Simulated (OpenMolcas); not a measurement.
# One shape, several levels: SnH3Br (SMILES [Br][SnH3])

We compute a comparison of 6 runs (HF/STO-3G, HF/3-21G, HF/def2-SVP, HF/def2-SVPD, ACPF/LANL2DZ, CCSD/def2-TZVP) of SnH3Br. 

The results are computed with OpenMolcas 26.06.

4 further runs of the same task are left out: 3 that didn't finish, 1 set aside as unsound or not needed.

### Step 1. Starting point

SnH3Br: 5 atoms, total charge 0, spin state singlet. SMILES: `[Br][SnH3]`. The shape is that of a PBE0-D4/def2-TZVP optimisation.

Bond lengths: Br1–Sn2 2.483 Å, Sn2–H3 1.700 Å, Sn2–H4 1.700 Å, Sn2–H5 1.700 Å. Angles: Br1–Sn2–H3 106.4°, Br1–Sn2–H4 106.4°, Br1–Sn2–H5 106.4°, H3–Sn2–H4 112.4°, H3–Sn2–H5 112.4°, H4–Sn2–H5 112.4°.

### Step 2. Energy and forces at HF/STO-3G (run 1)

test.inp

```
* BrH3Sn Hartree-Fock

&GATEWAY
 BasLib=$CurrDir
 Coord
 5
 angstrom
 Br      -2.104000       0.203300       0.802400
 Sn       0.203900      -0.034700      -0.082600
 H        0.154800       0.490800      -1.698800
 H        0.601200      -1.682500       0.049900
 H        1.193900       0.949400       0.887800
 Basis=STO-3G
 Group=NoSym

&SEWARD

&SCF
 Thresholds=1e-10 1e-07 1e-07 1e-05
 PrOrbitals=0

&ALASKA
```

The basis set STO-3G is read from a file made from the Basis Set Exchange's data (not shown).

On the command line:

```bash
$ export MOLCAS_MEM=1860
$ pymolcas test.inp > test.log
```

Log:

```text
--- Start Module: gateway ---
[...]
--- Stop Module: gateway /rc=_RC_ALL_IS_WELL_ ---
[...]
      Basis functions           48
[...]
--- Start Module: scf ---
[...]
       Convergence after   8 Iterations
[...]
::    Total SCF energy                              -8509.7727054598
[...]
      Total spin, S                                     0.0000000000
[...]
      Total electronic charge=   88.000000
      Total            charge=   -0.000000
[...]
      Dipole Moment (debye):
      Origin of the operator (angstrom)=   -0.6918    0.0577    0.2609
                   X=  2.6772E+00               Y= -2.7587E-01               Z= -1.0265E+00           Total=  2.8805E+00
      Quadrupole Moment (debye*angstrom):
[...]
--- Stop Module: scf /rc=_RC_ALL_IS_WELL_ ---
--- Start Module: alaska ---
[...]
 *              Molecular gradients               *
 **************************************************
  Irreducible representation: a
 ------------------------------------------------------------------------------------------
                              X                       Y                       Z
 ------------------------------------------------------------------------------------------
  BR1              -1.04547867932894E-02    1.07757781589157E-03    4.00960964712738E-03
  SN2              -4.13873532387754E-03    4.56237592467268E-04    1.61943276624399E-03
  H3               -2.44842316592692E-03    7.94331164536644E-03   -2.32341691224711E-02
  H4                4.15023638482159E-03   -2.41815279055118E-02    2.61756304127780E-03
  H5                1.28917088980627E-02    1.47044008517936E-02    1.49875636678853E-02
 ------------------------------------------------------------------------------------------
--- Stop Module: alaska /rc=_RC_ALL_IS_WELL_ ---
[...]
```

It took 3.3 s on 1 thread of Arm Neoverse V1, shared host; peak memory 0.38 GiB.

### Step 3. Energy and gradient at HF/3-21G (run 2)

run.inp

```
* BrH3Sn Hartree-Fock
&GATEWAY
BASLIB=$CurrDir
COORD
5
angstrom
Br      -2.104000       0.203300       0.802400
Sn       0.203900      -0.034700      -0.082600
H        0.154800       0.490800      -1.698800
H        0.601200      -1.682500       0.049900
H        1.193900       0.949400       0.887800
BASIS=3-21G
GROUP=NoSym
&SEWARD
&SCF
THRESHOLDS=1e-10 1e-07 1e-07 1e-05
PRORBITALS=1 1
&ALASKA
```

The basis set 3-21G is read from a file made from the Basis Set Exchange's data (not shown).

On the command line:

```bash
$ export MOLCAS_MEM=1860
$ pymolcas run.inp > run.log
```

Log:

```text
--- Start Module: gateway ---
[...]
--- Stop Module: gateway /rc=_RC_ALL_IS_WELL_ ---
[...]
      Basis functions           59
[...]
--- Start Module: scf ---
[...]
       Convergence after   9 Iterations
[...]
::    Total SCF energy                              -8558.0785482763
[...]
      Total spin, S                                     0.0000000000
[...]
      Total electronic charge=   88.000000
      Total            charge=   -0.000000
[...]
      Dipole Moment (debye):
      Origin of the operator (angstrom)=   -0.6918    0.0577    0.2609
                   X=  2.9995E+00               Y= -3.0897E-01               Z= -1.1499E+00           Total=  3.2272E+00
      Quadrupole Moment (debye*angstrom):
[...]
--- Stop Module: scf /rc=_RC_ALL_IS_WELL_ ---
--- Start Module: alaska ---
[...]
 *              Molecular gradients               *
 **************************************************
  Irreducible representation: a
 ------------------------------------------------------------------------------------------
                              X                       Y                       Z
 ------------------------------------------------------------------------------------------
  BR1               2.17871875364324E-02   -2.24740065967310E-03   -8.35420386583507E-03
  SN2              -1.07287700481464E-02    1.13387037684376E-03    4.14696316884999E-03
  H3               -1.32417581244848E-03   -2.33956155515180E-03    8.27836771654944E-03
  H4               -3.44684671755324E-03    7.99463967809544E-03   -3.37541335954095E-05
  H5               -6.28739495860042E-03   -4.54154784009919E-03   -4.03737288603701E-03
 ------------------------------------------------------------------------------------------
--- Stop Module: alaska /rc=_RC_ALL_IS_WELL_ ---
[...]
```

Wall time 3.9 s (1 thread of Arm Neoverse V1, shared host); peak memory 0.39 GiB.

Runs 3 to 5 aren't shown in full; the table further down has their settings and results.

### Step 4. A single-point energy at CCSD/def2-TZVP (Cholesky decomposition, core potential) (run 6)

coord.xyz

```xyz
5

Br    -2.104000     0.203300     0.802400
Sn     0.203900    -0.034700    -0.082600
H      0.154800     0.490800    -1.698800
H      0.601200    -1.682500     0.049900
H      1.193900     0.949400     0.887800
```

test.inp

```
* BrH3Sn CCSD

&gateway
 baslib = $CurrDir
 coord = coord.xyz
 basis = def2-TZVP
 group = NoSym

&seward
 high

&scf
 thresholds = 1e-10 1e-07 1e-07 1e-05
 prorbitals = 1

&chcc
 frozen = 13
 threshold = 1e-08
 maxiterations = 80
```

The basis set def2-TZVP is read from a file made from the Basis Set Exchange's data (not shown).

On the command line:

```bash
$ export MOLCAS_MEM=1860
$ pymolcas test.inp > test.log
```

Log:

```text
--- Start Module: gateway ---
[...]
--- Stop Module: gateway /rc=_RC_ALL_IS_WELL_ ---
[...]
      Basis functions          116
[...]
--- Start Module: scf ---
[...]
       Convergence after  13 Iterations
[...]
::    Total SCF energy                              -2787.5438660641
[...]
      Total spin, S                                     0.0000000000
[...]
      Total electronic charge=   60.000000
      Total            charge=   -0.000000
[...]
      Dipole Moment (debye):
      Origin of the operator (angstrom)=   -0.6918    0.0577    0.2609
                   X=  2.4050E+00               Y= -2.4773E-01               Z= -9.2200E-01           Total=  2.5876E+00
      Quadrupole Moment (debye*angstrom):
[...]
--- Stop Module: scf /rc=_RC_ALL_IS_WELL_ ---
[...]
--- Start Module: chcc ---
[...]
--- Stop Module: chcc /rc=_RC_ALL_IS_WELL_ ---
[...]
```

Wall time 14 min (1 thread of Arm Neoverse V1, shared host); peak memory 0.18 GiB.

### Step 5. All runs side by side

| run | level | task | SCF convergence threshold | energy (Eh) | dipole moment (D) of the reference | HOMO energy (eV) | LUMO energy (eV) | wall time |
| --- | --- | --- | --- | --- | --- | --- | --- | --- |
| 1 | HF/STO-3G | gradient | 1e-10 | -8509.772705 | 2.88 | -7.94 | 8.23 | 3.3 s |
| 2 | HF/3-21G | gradient | 1e-10 | -8558.078548 | 3.23 | -10.79 | 2.14 | 3.9 s |
| 3 | HF/def2-SVP (core potential) | gradient | 1e-10 | -2787.216375 | 2.67 | -10.97 | 2.22 | 6.9 s |
| 4 | HF/def2-SVPD (core potential) | gradient | 1e-10 | -2787.220540 | 2.63 | -11.08 | 1.38 | 14 s |
| 5 | ACPF/LANL2DZ (core potential) | energy | – | -18.018416 | 3.52 | -11.00 | 1.88 | 1.9 s |
| 6 | CCSD/def2-TZVP (Cholesky decomposition, core potential) | energy | 1e-10 | -2788.157239 | 2.59 | -11.07 | 1.76 | 14 min |

### Step 6. Results

```
                                           quantity           value
                                run 6: total energy  -2788.15724 Eh
          run 6: dipole moment (mean-field density)          2.59 D
         run 6: HOMO energy (Hartree–Fock orbitals)       -11.07 eV
         run 6: LUMO energy (Hartree–Fock orbitals)         1.76 eV
       run 6: HOMO–LUMO gap (Hartree–Fock orbitals)        12.83 eV
run 6: correlation energy (13 core orbitals frozen)      -613.4 mEh
```

**Reading.** Over runs 1, 2, 3, 4 the dipole moment (its size) runs from 2.63 D (HF/def2-SVPD) to 3.23 D (HF/3-21G). The two ends differ in basis and core potential. Over runs 1, 2, 3, 4 the HOMO–LUMO gap runs from 12.45 eV (HF/def2-SVPD) to 16.17 eV (HF/STO-3G). Some runs of one species differ in core potentials or relativity; totals across that change don't compare. In run 1 the basis is minimal, so the values are rough. In runs 1, 2 relativity is left out where basis or elements ask for it. All runs together took 15 min, the longest 14 min.
